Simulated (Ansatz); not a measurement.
# C₂HCl₃Ge: how energies converge with the basis set

One table from this session's results is given with a row withheld; the runs are named, their logs left out.

Computed with Ansatz 0.2.0, Gaussian basis. Level: one geometry, several basis sets.

Levels to be run: PBE0-D4/def2-SVP; ωB97M-V/def2-SVP; PBE0-D4/def2-QZVPP; ωB97M-V/def2-QZVPP; the functionals' def2-TZVPP values are taken from earlier runs.

1 further run of the same task is left out (it didn't finish).

**Structure used throughout**

All runs share one geometry, relaxed beforehand with PBE0-D4 in a triple-zeta def2 set.

SMILES `C#[C][Ge]([Cl])([Cl])[Cl]`, 7 atoms, charge 0, spin multiplicity 1.

Atoms are counted from 1 here; the program's logs count them from 0.

Bond lengths: C1–C2 1.203 Å, C1–H7 1.067 Å, C2–Ge3 1.874 Å, Ge3–Cl4 2.122 Å, Ge3–Cl5 2.122 Å, Ge3–Cl6 2.122 Å. Angles: C2–C1–H7 180.0°, C1–C2–Ge3 179.9°, C2–Ge3–Cl4 110.3°, C2–Ge3–Cl5 110.2°, C2–Ge3–Cl6 110.3°, Cl4–Ge3–Cl5 108.7°, Cl4–Ge3–Cl6 108.7°, Cl5–Ge3–Cl6 108.7°.

The first run:

Contents of in.yaml:

```yaml
crystal:
  periodic: [false, false, false]
  atoms:
    - {symbol: C, position_ang: [1.327917, -1.491005, 0.658559]}
    - {symbol: C, position_ang: [0.568985, -0.639314, 0.277002]}
    - {symbol: Ge, position_ang: [-0.612260, 0.687234, -0.319210]}
    - {symbol: Cl, position_ang: [-2.349347, -0.198241, -1.156339]}
    - {symbol: Cl, position_ang: [0.320371, 1.887318, -1.799863]}
    - {symbol: Cl, position_ang: [-1.195171, 1.932103, 1.297275]}
    - {symbol: H, position_ang: [2.000806, -2.246195, 0.996977]}
basis:
  gaussian: {orbitals: def2-SVP}
hamiltonian: {xc: pbe0, dispersion: d4}
output: {orbitals: {seedname: orbitals}}
```

The run is started by

```bash
> ansatz run in.yaml --threads 2 --pin off --events-out ev --progress --plain --max-ram 32768MiB --backend cpu
```

Among the steps run: PBE0-D4 in def2-SVP; ωB97M-V in def2-SVP; PBE0-D4 in def2-QZVPP; ωB97M-V in def2-QZVPP.

One of the session's tables, all rows but one given; the rest of the session is left out.

```
functional       basis  HOMO (eV)
   PBE0-D4    def2-SVP      -9.04
   PBE0-D4  def2-TZVPP      -9.11
   PBE0-D4  def2-QZVPP      -9.12
   ωB97M-V    def2-SVP     -11.27
   ωB97M-V  def2-TZVPP     -11.37
   ωB97M-V  def2-QZVPP          ?
```

Estimate the missing values for ωB97M-V, def2-QZVPP.

The run gave: HOMO (eV): -11.39. In the column «HOMO (eV)» it is the lowest.
